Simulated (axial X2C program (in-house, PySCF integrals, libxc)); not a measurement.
# Linear InSH at several levels

One table from this session's results is given with a row withheld; the runs are named, their logs left out.

The runs use an in-house X2C program for linear molecules on PySCF integrals; all-electron X2C, two-component (2c) or spin-free, In dyall-v3z, S dyall-av3z, H dyall-v3z.

All values are calculated.

1 further run of the same task is left out (set aside as unsound or not needed).

The first run:

Contents of task.json:

```json
{"zs": [49, 16, 1], "q": 0, "bas": ["dyall-v3z", "dyall-av3z", "dyall-v3z"], "r0": [2.45, 1.34], "symm": 0, "scan": ["PBE0", "HF", "PBE"], "levels": ["PBE0", "HF", "r2SCAN"], "nst": 2}
```

Keys: zs atomic numbers; q charge; bas basis sets; r0 starting distance in Å; symm equal bonds; scan levels of the two-bond scan (MP2 follows by itself at each HF point); levels methods; nst determinants followed.

Run with:

```
$ python solin.py task.json out
```

Masses In 114.904, S 31.972, H 1.008 u.

Steps of the session up to this table: Scan at PBE0, 2c; Scan at HF, 2c; Scan at PBE, 2c.

One table of the session follows, with a row left open; its other results are not shown here.

| level | r(In–S) (Å) | r(S–H) (Å) | lower stretch (cm⁻¹) | upper stretch (cm⁻¹) |
| --- | --- | --- | --- | --- |
| PBE0, 2c | 2.433 | 1.345 | 306.0 | 2681.7 |
| HF, 2c | 2.480 | 1.327 | 289.9 | 2842.1 |
| PBE, 2c | 2.449 | 1.358 | 296.5 | 2574.1 |
| MP2, 2c | ? | ? | ? | ? |
| PBE0, spin-free | 2.433 | 1.345 | 306.1 | 2682.6 |
| HF, spin-free | 2.480 | 1.327 | 289.9 | 2842.7 |
| PBE, spin-free | 2.449 | 1.358 | 296.6 | 2575.1 |
| MP2, spin-free | 2.438 | 1.339 | 313.0 | 2732.9 |

Q: Estimate the row for MP2, 2c from the others.

The run gave: r(In–S) (Å): 2.439; r(S–H) (Å): 1.339; lower stretch (cm⁻¹): 312.8; upper stretch (cm⁻¹): 2731.9. In the column «r(In–S) (Å)» it lies between MP2, spin-free (2.438) and PBE, 2c (2.449).

Scans not shown above were run alike.

MP2 freezes inner shells (threshold -2 hartree). The molecule was held linear; bending was not examined, so a bent shape may lie lower.
